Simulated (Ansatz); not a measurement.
# C₄H₂F₄: a ladder of functionals and wavefunction methods

The task here is to estimate one member of a computed series from the others.

The runs use Ansatz 0.2.0, Gaussian basis; functionals in def2-TZVPP, the program's frozen cores in correlated methods.

Levels to be run: LDA (SPW92), PBE-D4, revPBE-D4, BLYP-D4, r2SCAN-D4, B97M-V, PBE0-D4, B3LYP-D4, r2SCANh-D4, r2SCAN0-D4, HSE06-D4, BHLYP-D4, CAM-B3LYP-D4, LC-ωPBE, ωB97X-V, ωB97M-V, B2PLYP, PBE-QIDH; CCSD(T)/def2-SVP; CCSD(T)/def2-TZVPP; MP2/def2-QZVPP; extrapolation to the limit; RPA on PBE.

## Structure used throughout

All runs share one geometry, relaxed beforehand with PBE0-D4 in a triple-zeta def2 set.

10 atoms, charge 0, spin multiplicity 1.

Atoms are counted from 1 here; the program's logs count them from 0.

Bond lengths: F1–C2 1.336 Å, C2–C3 1.331 Å, C2–H9 1.081 Å, C3–F4 1.339 Å, C3–C5 1.438 Å, C5–C6 1.326 Å, C5–H10 1.081 Å, C6–F7 1.311 Å, C6–F8 1.305 Å. Angles: F1–C2–C3 120.6°, F1–C2–H9 115.0°, C3–C2–H9 124.3°, C2–C3–F4 117.2°, C2–C3–C5 125.4°, F4–C3–C5 117.5°, C3–C5–C6 126.2°, C3–C5–H10 117.1°, C6–C5–H10 116.7°, C5–C6–F7 123.0°, C5–C6–F8 126.8°, F7–C6–F8 110.2°.

The first run:

in.yaml reads:

```yaml
crystal:
  periodic: [false, false, false]
  atoms:
    - {symbol: F, position_ang: [0.021080, 1.427847, 2.069873]}
    - {symbol: C, position_ang: [0.520567, 0.220965, 1.791367]}
    - {symbol: C, position_ang: [0.364405, -0.314543, 0.583076]}
    - {symbol: F, position_ang: [0.892492, -1.527560, 0.378570]}
    - {symbol: C, position_ang: [-0.324065, 0.303053, -0.518063]}
    - {symbol: C, position_ang: [-0.490341, -0.215079, -1.727732]}
    - {symbol: F, position_ang: [-1.131211, 0.405090, -2.689046]}
    - {symbol: F, position_ang: [-0.064076, -1.375424, -2.145713]}
    - {symbol: H, position_ang: [1.041944, -0.258249, 2.608175]}
    - {symbol: H, position_ang: [-0.747695, 1.282600, -0.347604]}
basis:
  gaussian: {orbitals: def2-TZVPP}
hamiltonian: {xc: lda}
output: {orbitals: {seedname: orbitals}}
```

Launch:

```sh
> ansatz run in.yaml --threads 4 --pin off --events-out ev --progress --plain --max-ram 11315MiB
```

Among the steps run: LDA; PBE-D4 (GGA); revPBE-D4 (GGA); BLYP-D4 (GGA); r2SCAN-D4 (meta-GGA); B97M-V (meta-GGA); PBE0-D4 (hybrid); B3LYP-D4 (hybrid); r2SCANh-D4 (hybrid); r2SCAN0-D4 (hybrid); HSE06-D4 (hybrid); BHLYP-D4 (hybrid); CAM-B3LYP-D4 (range-separated); LC-ωPBE (range-separated); ωB97X-V (range-separated); ωB97M-V (range-separated); B2PLYP (double hybrid); PBE-QIDH (double hybrid).

One of the session's tables, all rows but one given; the rest of the session is left out.

It belongs to the step «Orbital energies across the functionals». 

```
  functional  HOMO (eV)  gap (eV)
 LDA (SPW92)      -5.87      3.77
      PBE-D4      -5.62      3.82
   revPBE-D4      -5.53      3.84
     BLYP-D4      -5.52      3.81
   r2SCAN-D4      -5.83      4.16
      B97M-V      -5.87      4.31
     PBE0-D4      -6.82      5.88
    B3LYP-D4      -6.65      5.45
  r2SCANh-D4      -6.28      4.93
  r2SCAN0-D4          ?         ?
    HSE06-D4      -6.43      5.11
    BHLYP-D4      -7.92      7.97
CAM-B3LYP-D4      -8.14      8.25
     LC-ωPBE      -9.39     10.63
     ωB97X-V      -9.01     10.26
     ωB97M-V      -8.92     10.10
```

**Question.** Estimate the row for r2SCAN0-D4.

Worked estimate for «HOMO (eV)». Against the share of exact exchange, r2SCAN-D4 (0, -5.83), r2SCANh-D4 (0.1, -6.28) give a slope of -4.50 per unit share; at 0.25 the line stands at -6.95.

**Answer.** HOMO (eV): -6.96; gap (eV): 6.10. In «HOMO (eV)» the line misses by +0.01.
